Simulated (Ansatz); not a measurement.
# CH4AlFO2: small, medium and large basis sets

Aim: see how fast density functionals converge with the basis set for CH4AlFO2.

The runs use Ansatz 0.2.0, Gaussian basis; one geometry, several basis sets.

Levels to be run: PBE0-D4/def2-SVP; ωB97M-V/def2-SVP; PBE0-D4/def2-QZVPP; ωB97M-V/def2-QZVPP; the functionals' def2-TZVPP values are taken from earlier runs.

**1. The geometry**

All runs share one geometry, relaxed beforehand with PBE0-D4 in a triple-zeta def2 set.

SMILES `[OH][AlH][O]CF`, 9 atoms, charge 0, spin multiplicity 1.

Atoms are counted from 1 here; the program's logs count them from 0.

Bond lengths: O1–Al2 1.687 Å, O1–H6 0.957 Å, Al2–O3 1.702 Å, Al2–H7 1.563 Å, O3–C4 1.353 Å, C4–F5 1.394 Å, C4–H8 1.096 Å, C4–H9 1.096 Å. Angles: Al2–O1–H6 120.9°, O1–Al2–O3 123.0°, O1–Al2–H7 120.5°, O3–Al2–H7 116.5°, Al2–O3–C4 135.5°, O3–C4–F5 110.9°, O3–C4–H8 111.1°, O3–C4–H9 111.2°, F5–C4–H8 106.2°, F5–C4–H9 106.2°, H8–C4–H9 110.9°.

**2. PBE0-D4 in def2-SVP**

in.yaml

```yaml
crystal:
  periodic: [false, false, false]
  atoms:
    - {symbol: O, position_ang: [-0.166375, 0.846134, 2.039267]}
    - {symbol: Al, position_ang: [1.038192, 0.363021, 0.961908]}
    - {symbol: O, position_ang: [0.700671, -0.265941, -0.582851]}
    - {symbol: C, position_ang: [-0.419864, -0.527556, -1.294294]}
    - {symbol: F, position_ang: [-1.561057, -0.196582, -0.565842]}
    - {symbol: H, position_ang: [-1.092039, 0.776282, 1.804864]}
    - {symbol: H, position_ang: [2.546933, 0.481197, 1.353641]}
    - {symbol: H, position_ang: [-0.501961, -1.595783, -1.523734]}
    - {symbol: H, position_ang: [-0.456098, 0.072927, -2.210058]}
basis:
  gaussian: {orbitals: def2-SVP}
hamiltonian: {xc: pbe0, dispersion: d4}
output: {orbitals: {seedname: orbitals}}
```

Started as:

```
$ ansatz run in.yaml --threads 2 --pin off --events-out ev --progress --plain --max-ram 4352MiB
```

The log of the run:

```text
Functional definition: PBE0
  name "PBE0"
  cite "Adamo & Barone, J. Chem. Phys. 110, 6158 (1999) doi:10.1063/1.478522"
  cite "Perdew, Burke & Ernzerhof, Phys. Rev. Lett. 77, 3865 (1996) doi:10.1103/PhysRevLett.77.3865"
  parent pbe
  parameter a = 0.25
  parameter kappa = 0.804
  parameter beta = 0.06672455060314922
  exchange = (1 - a)*pbe_x(kappa = kappa, mu = beta*pi^2/3) + a*exact_x
  correlation = pbe_c(beta = beta)
1050 factors; their error is unknown
mean field evaluation 1: about -14485.4599 eV, gradient 6.5e1 eV
mean field evaluation 2: about -14473.0473 eV, gradient 1.0e2 eV
mean field evaluation 4: about -14492.8921 eV, gradient 5.0e0 eV
mean field evaluation 8: about -14493.0433 eV, gradient 1.7e-1 eV
mean field -14493.04339835 eV, -532.6095211519 hartree, gradient 3.7e-5 eV, S^2 0.000000; 0 other end points of the search recorded, 0 dependent functions left out
reference -14493.04342665 eV, -532.6095221916 hartree; 24, 24 occupied and 70, 70 virtual orbitals, 1050 factors
Total energy: -14493.16687284 eV, -532.6140587555 hartree
```

Run time: 1.1 s. Hardware: 2 threads of Arm Neoverse V2, shared host.

**3. ωB97M-V in def2-SVP**

in.yaml, as its differences from that of step 2:

```diff
@@ -14,3 +14,3 @@
   gaussian: {orbitals: def2-SVP}
-hamiltonian: {xc: pbe0, dispersion: d4}
+hamiltonian: {xc: {name: wB97M-V}}
 output: {orbitals: {seedname: orbitals}}
```

Launched as before.

The log of the run, cut to the lines that bear on the results:

```text
Functional definition: wB97M-V
  name "wB97M-V"
  cite "Mardirossian & Head-Gordon, J. Chem. Phys. 144, 214110 (2016) doi:10.1063/1.4952647"
  cite "Becke, J. Chem. Phys. 107, 8554 (1997) doi:10.1063/1.475007"
  cite "Vydrov & Van Voorhis, J. Chem. Phys. 133, 244103 (2010) doi:10.1063/1.3521275"
  # Of w^i u^j: cxij and so on, Table III.
[...]
  gx(w, u) = 1 - cx + cx01*u + cx10*w
  gss(w, u) = css00 + css04*u^4 + css10*w + css20*w^2 + css43*w^4*u^3
  gos(w, u) = cos00 + cos10*w + (cos20 + cos21*u)*w^2 + (cos60 + cos61*u)*w^6
[...]
      + integral(e_c_pw_mod_opposite_spin*gos(b97_w_opposite, b97_u_opposite)) + vv10(b, c)
1031 factors; their error is unknown
242 factors; integrals over basis functions are off by at most 1.1e-5 eV
[...]
mean field -14501.51020344 eV, -532.9206704996 hartree, gradient 2.5e-5 eV, S^2 0.000000; 0 other end points of the search recorded, 0 dependent functions left out
reference -14501.51024944 eV, -532.9206721901 hartree; 24, 24 occupied and 70, 70 virtual orbitals, 1031 factors
Total energy: -14501.51024944 eV, -532.9206721901 hartree
```

Run time: 5.5 s. Hardware: 2 threads of Arm Neoverse V2, shared host.

**4. PBE0-D4 in def2-QZVPP**

in.yaml, as its differences from that of step 3:

```diff
@@ -13,4 +13,4 @@
 basis:
-  gaussian: {orbitals: def2-SVP}
-hamiltonian: {xc: {name: wB97M-V}}
+  gaussian: {orbitals: "def2-QZVPP.json"}
+hamiltonian: {xc: pbe0, dispersion: d4}
 output: {orbitals: {seedname: orbitals}}
```

The command is unchanged.

The log of the run:

```text
Functional definition: PBE0
  name "PBE0"
  cite "Adamo & Barone, J. Chem. Phys. 110, 6158 (1999) doi:10.1063/1.478522"
  cite "Perdew, Burke & Ernzerhof, Phys. Rev. Lett. 77, 3865 (1996) doi:10.1103/PhysRevLett.77.3865"
  parent pbe
  parameter a = 0.25
  parameter kappa = 0.804
  parameter beta = 0.06672455060314922
  exchange = (1 - a)*pbe_x(kappa = kappa, mu = beta*pi^2/3) + a*exact_x
  correlation = pbe_c(beta = beta)
1375 factors; their error is unknown
mean field evaluation 1: about -14496.1635 eV, gradient 7.8e1 eV
mean field evaluation 2: about -14476.8924 eV, gradient 1.3e2 eV
mean field evaluation 4: about -14505.7370 eV, gradient 6.6e0 eV
mean field evaluation 8: about -14505.7994 eV, gradient 1.7e-1 eV
mean field evaluation 16: about -14505.8056 eV, gradient 1.4e-4 eV
mean field -14505.80560969 eV, -533.0785237678 hartree, gradient 1.5e-5 eV, S^2 0.000000; 0 other end points of the search recorded, 0 dependent functions left out
reference -14505.80565152 eV, -533.0785253052 hartree; 24, 24 occupied and 394, 394 virtual orbitals, 1375 factors
Total energy: -14505.92909772 eV, -533.0830618692 hartree
```

Run time: 9.5 s. Hardware: 2 threads of Arm Neoverse V2, shared host; peak memory 1.1 GiB.

**5. ωB97M-V in def2-QZVPP**

in.yaml, as its differences from that of step 4:

```diff
@@ -14,3 +14,3 @@
   gaussian: {orbitals: "def2-QZVPP.json"}
-hamiltonian: {xc: pbe0, dispersion: d4}
+hamiltonian: {xc: {name: wB97M-V}}
 output: {orbitals: {seedname: orbitals}}
```

Launched as before.

The log of the run, cut to the lines that bear on the results:

```text
Functional definition: wB97M-V
  name "wB97M-V"
  cite "Mardirossian & Head-Gordon, J. Chem. Phys. 144, 214110 (2016) doi:10.1063/1.4952647"
  cite "Becke, J. Chem. Phys. 107, 8554 (1997) doi:10.1063/1.475007"
  cite "Vydrov & Van Voorhis, J. Chem. Phys. 133, 244103 (2010) doi:10.1063/1.3521275"
  # Of w^i u^j: cxij and so on, Table III.
[...]
  gx(w, u) = 1 - cx + cx01*u + cx10*w
  gss(w, u) = css00 + css04*u^4 + css10*w + css20*w^2 + css43*w^4*u^3
  gos(w, u) = cos00 + cos10*w + (cos20 + cos21*u)*w^2 + (cos60 + cos61*u)*w^6
[...]
      + integral(e_c_pw_mod_opposite_spin*gos(b97_w_opposite, b97_u_opposite)) + vv10(b, c)
1332 factors; their error is unknown
338 factors; integrals over basis functions are off by at most 1.3e-5 eV
[...]
mean field -14514.45820597 eV, -533.3965008164 hartree, gradient 2.2e-5 eV, S^2 0.000000; 0 other end points of the search recorded, 0 dependent functions left out
reference -14514.45827303 eV, -533.3965032807 hartree; 24, 24 occupied and 394, 394 virtual orbitals, 1332 factors
Total energy: -14514.45827303 eV, -533.3965032807 hartree
```

It took 23 s on 2 threads of Arm Neoverse V2, shared host; peak memory 1.4 GiB.

**6. Functionals by basis**

The def2-TZVPP values come from earlier runs at the same geometry.

```csv
functional,basis,functions,energy (eV),from the largest (eV),HOMO (eV),LUMO (eV)
PBE0-D4,def2-SVP,94,-14493.1669,12.762,-8.38,-0.03
PBE0-D4,def2-TZVPP,222,-14505.2670,0.662,-8.54,-0.27
PBE0-D4,def2-QZVPP,418,-14505.9291,0.000,-8.58,-0.41
ωB97M-V,def2-SVP,94,-14501.5102,12.948,-10.79,1.66
ωB97M-V,def2-TZVPP,222,-14513.8284,0.630,-10.97,1.26
ωB97M-V,def2-QZVPP,418,-14514.4583,0.000,-11.01,0.80
```

**7. Outcome**

| quantity | value |
| --- | --- |
| PBE0-D4: double and triple zeta above quadruple | 12.76, 0.66 eV |
| ωB97M-V: double and triple zeta above quadruple | 12.95, 0.63 eV |

PBE0-D4 gains 12.10 eV from double to triple zeta, then 0.66 eV more. These are total energies; as a rule much of such shifts cancels in differences, which this series doesn't test. The LUMO of ωB97M-V is positive and keeps falling with the basis (1.66 to 0.80 eV): an unbound level that the basis holds in place.

For PBE0-D4 the largest set took about 8 times as long as the smallest (9.5 s against 1.1 s).
